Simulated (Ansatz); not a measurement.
# HfCo3B2: the cost of one run

Method: DFT r2SCAN, PAW, plane waves, scalar-relativistic, in Ansatz 0.2.0.

## 1. The starting structure

Symmetry: P6/mmm, No. 191, hexagonal system. The conventional cell has a = 4.840 Å, b = 4.840 Å, c = 3.036 Å, α = 90.00°, β = 90.00°, γ = 120.00°. B (site symmetry -6m2) is surrounded by 6 Co at 2.06 Å and 3 Hf at 2.79 Å. Co (site symmetry mmm) has 4 B at 2.06 Å as nearest neighbours. Hf (site symmetry 6/mmm) has 6 B at 2.79 Å and 12 Co at 2.86 Å and 2 Hf at 3.04 Å as nearest neighbours.

Coordinates:

```xyz
6
Lattice="4.8400 0.0000 0.0000 -2.4200 4.1916 0.0000 0.0000 0.0000 3.0360" Properties=species:S:1:pos:R:3 pbc="T T T"
B     0.0000    2.7944    0.0000
B     2.4200    1.3972    0.0000
Co    2.4200    0.0000    1.5180
Co    1.2100    2.0958    1.5180
Co   -1.2100    2.0958    1.5180
Hf    0.0000    0.0000    0.0000
```

In tables a label like Hf6 counts atoms in the order of input.yaml; a structure file may count by element.

Planned first: parallel moments, plain SCF; opposed moments +-+, plain SCF; no spin polarisation; spin on, no moments given (the program may seed its own), plain SCF; opposed moments +--, plain SCF. What is tried next depends on their ends.

A plain SCF has the search for lower states switched off and ends at the first converged state. Ends within 0.2 meV/atom and 0.1 μB count as one state.

Site moments are integrals over atomic spheres and don't add up to the total.

## 2. Parallel moments, plain SCF

File input.yaml:

```yaml
crystal:
  lattice:
    - [4.83999872, 0.0, 0.0]
    - [-2.41999936, 4.19156185, 0.0]
    - [0.0, 0.0, 3.036]
  atoms:
    - { symbol: B, position: [0.33333333, 0.66666667, 0.0] }
    - { symbol: B, position: [0.66666667, 0.33333333, 0.0] }
    - { symbol: Co, position: [0.5, 0.0, 0.5], spin: 3.0 }
    - { symbol: Co, position: [0.5, 0.5, 0.5], spin: 3.0 }
    - { symbol: Co, position: [0.0, 0.5, 0.5], spin: 3.0 }
    - { symbol: Hf, position: [0.0, 0.0, 0.0] }
magnetization:
  spin_polarized: true
hamiltonian:
  xc: r2scan
  pseudopotentials: { kind: paw }
basis:
  ecutwfc: 500
kpoints:
  mp_grid: { grid: [5, 5, 6] }
scf:
  occupations: { method: fermi_dirac, width: 0.05 }
  lower_state_search: "off"
output:
  forces: true
  stress: true
```

What time and memory should one allow on 2 threads of an x86-64 CPU, shared host?

About 96 s, with a peak of 0.7 GiB.
